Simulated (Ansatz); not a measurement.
# C₄H₁₃InN₂S: basis-set convergence

The task here is to estimate one member of a computed series from the others.

Method: one geometry, several basis sets; program: Ansatz 0.2.0, Gaussian basis.

Plan: PBE0-D4/def2-SVP; ωB97M-V/def2-SVP; PBE0-D4/def2-QZVPP; ωB97M-V/def2-QZVPP; the functionals' def2-TZVPP values are taken from earlier runs.

1 further run of the same task is left out (for a known fault of the program).

## The relaxed structure

An earlier PBE0-D4 in a triple-zeta def2 set relaxation fixed the geometry. In takes the def2 core potential; no spin-orbit term is included.

21 atoms, charge 0, spin multiplicity 1.

Atoms are counted from 1 here; the program's logs count them from 0.

Bond lengths: C1–N2 1.439 Å, C1–H9 1.101 Å, C1–H10 1.093 Å, C1–H11 1.102 Å, N2–C3 1.437 Å, N2–In4 2.007 Å, C3–H12 1.092 Å, C3–H13 1.102 Å, C3–H14 1.102 Å, In4–S5 2.386 Å, In4–N6 2.009 Å, S5–H15 1.343 Å, N6–C7 1.437 Å, N6–C8 1.438 Å, C7–H16 1.102 Å, C7–H17 1.102 Å, C7–H18 1.093 Å, C8–H19 1.101 Å and more. Angles: N2–C1–H9 111.4°, N2–C1–H10 111.3°, N2–C1–H11 112.0°, H9–C1–H10 107.3°, H9–C1–H11 107.0°, H10–C1–H11 107.6°, C1–N2–C3 112.9°, C1–N2–In4 121.7°, C3–N2–In4 125.0°, N2–C3–H12 111.6°, N2–C3–H13 111.7°, N2–C3–H14 111.8°, H12–C3–H13 107.5°, H12–C3–H14 107.2°, H13–C3–H14 106.9°, N2–In4–S5 116.4°, N2–In4–N6 123.7°, S5–In4–N6 119.9° and more.

As a file:

```mol
C4H13InN2S
  3D, bonds by distance, orders not assigned

 21 20  0  0  0  0  0  0  0  0999 V2000
    1.1124   -1.1153   -2.7116 C   0  0
    0.9262   -0.8625   -1.3077 N   0  0
    1.8530   -1.5871   -0.4819 C   0  0
   -0.6183    0.2237   -0.6273 In  0  0
   -2.2618    0.8559   -2.2373 S   0  0
   -0.7938    0.8408    1.2761 N   0  0
   -2.0176    1.3735    1.8089 C   0  0
    0.2470    0.7378    2.2625 C   0  0
    2.1211   -0.8227   -3.0426 H   0  0
    0.3967   -0.5518   -3.3153 H   0  0
    0.9892   -2.1817   -2.9594 H   0  0
    1.6647   -1.4146    0.5797 H   0  0
    2.8950   -1.2937   -0.6857 H   0  0
    1.7881   -2.6741   -0.6512 H   0  0
   -2.8351    1.7529   -1.4181 H   0  0
   -2.4174    0.7505    2.6251 H   0  0
   -1.8763    2.3866    2.2175 H   0  0
   -2.7928    1.4338    1.0409 H   0  0
    0.4502    1.7135    2.7315 H   0  0
    1.1845    0.3940    1.8206 H   0  0
   -0.0148    0.0405    3.0750 H   0  0
  1  2  8  0
  2  3  8  0
  2  4  8  0
  4  5  8  0
  4  6  8  0
  6  7  8  0
  6  8  8  0
  1  9  8  0
  1 10  8  0
  1 11  8  0
  3 12  8  0
  3 13  8  0
  3 14  8  0
  5 15  8  0
  7 16  8  0
  7 17  8  0
  7 18  8  0
  8 19  8  0
  8 20  8  0
  8 21  8  0
M  END
```

The first run:

in.yaml

```yaml
crystal:
  periodic: [false, false, false]
  atoms:
    - {symbol: C, position_ang: [1.112352, -1.115310, -2.711564]}
    - {symbol: N, position_ang: [0.926212, -0.862481, -1.307680]}
    - {symbol: C, position_ang: [1.852950, -1.587133, -0.481883]}
    - {symbol: In, position_ang: [-0.618292, 0.223713, -0.627289]}
    - {symbol: S, position_ang: [-2.261828, 0.855857, -2.237252]}
    - {symbol: N, position_ang: [-0.793843, 0.840828, 1.276150]}
    - {symbol: C, position_ang: [-2.017644, 1.373474, 1.808945]}
    - {symbol: C, position_ang: [0.246975, 0.737775, 2.262530]}
    - {symbol: H, position_ang: [2.121119, -0.822704, -3.042640]}
    - {symbol: H, position_ang: [0.396713, -0.551807, -3.315254]}
    - {symbol: H, position_ang: [0.989176, -2.181745, -2.959356]}
    - {symbol: H, position_ang: [1.664668, -1.414575, 0.579717]}
    - {symbol: H, position_ang: [2.895021, -1.293696, -0.685748]}
    - {symbol: H, position_ang: [1.788110, -2.674079, -0.651158]}
    - {symbol: H, position_ang: [-2.835088, 1.752936, -1.418109]}
    - {symbol: H, position_ang: [-2.417363, 0.750483, 2.625099]}
    - {symbol: H, position_ang: [-1.876339, 2.386636, 2.217519]}
    - {symbol: H, position_ang: [-2.792774, 1.433802, 1.040853]}
    - {symbol: H, position_ang: [0.450247, 1.713478, 2.731536]}
    - {symbol: H, position_ang: [1.184455, 0.394004, 1.820570]}
    - {symbol: H, position_ang: [-0.014834, 0.040544, 3.075005]}
basis:
  gaussian: {orbitals: def2-SVP}
hamiltonian: {xc: pbe0, dispersion: d4}
output: {orbitals: {seedname: orbitals}}
```

The run is started by

```
$ ansatz run in.yaml --threads 4 --pin off --events-out ev --progress --plain --max-ram 66560MiB --backend cpu
```

Steps of the session up to this table: PBE0-D4 in def2-SVP; ωB97M-V in def2-SVP; PBE0-D4 in def2-QZVPP; ωB97M-V in def2-QZVPP.

One table of the session follows, with a row left open; its other results are not shown here.

It belongs to the step «Functionals by basis». 

| functional | basis | HOMO (eV) |
| --- | --- | --- |
| PBE0-D4 | def2-SVP | -5.68 |
| PBE0-D4 | def2-TZVPP | -5.80 |
| PBE0-D4 | def2-QZVPP | -5.83 |
| ωB97M-V | def2-SVP | ? |
| ωB97M-V | def2-TZVPP | -8.07 |
| ωB97M-V | def2-QZVPP | -8.10 |

Estimate the missing values for ωB97M-V, def2-SVP.

The run gave: HOMO (eV): -7.94. In the column «HOMO (eV)» it lies between ωB97M-V, def2-TZVPP (-8.07) and PBE0-D4, def2-QZVPP (-5.83).
